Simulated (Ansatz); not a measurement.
## Al3Au in Ansatz: the effect of functional

The system is Al3Au.

```
Au Al
1.0
    -2.02533    2.02533    4.05660
     2.02533   -2.02533    4.05660
     2.02533    2.02533   -4.05660
Au Al
1 3
Cartesian
  0.0000 0.0000 0.0000
  0.0000 0.0000 4.0566
  2.0253 0.0000 2.0283
  0.0000 2.0253 2.0283
```

The cell comes from a database or a generator and needn't be the stable form of this composition.

Alike in all runs:

| Property | Result |
| --- | --- |
| Program | Ansatz 0.2.0 |
| Task | band structure |
| Potentials or basis | Ansatz PAW |
| k mesh | 5 × 5 × 5 |
| Occupations | fermi-dirac, width 0.05 eV |
| Spin | no spin polarisation |

| functional | cutoff | pressure (GPa) |
| --- | --- | --- |
| LDA | 420 eV (not typed: the program's choice for these potentials) | -5.1 |
| PBE | 420 eV (not typed: the program's choice for these potentials) | ? |
| PBEsol | 420 eV (not typed: the program's choice for these potentials) | -2.7 |
| RPBE | 420 eV (not typed: the program's choice for these potentials) | 2.3 |
| revPBE | 420 eV (not typed: the program's choice for these potentials) | 1.8 |
| BLYP | 420 eV (not typed: the program's choice for these potentials) | 5.0 |
| r2SCAN | 500 eV (not typed: the program's choice for these potentials) | -2.7 |

Question: What does the run with functional PBE give?

Answer: Pressure 0.3 GPa.

Caveats: all runs use coarse meshes; the PAW data sets come from PBE, with cores solved anew for the run's functional, which leaves a small shift of forces and pressure (some runs).
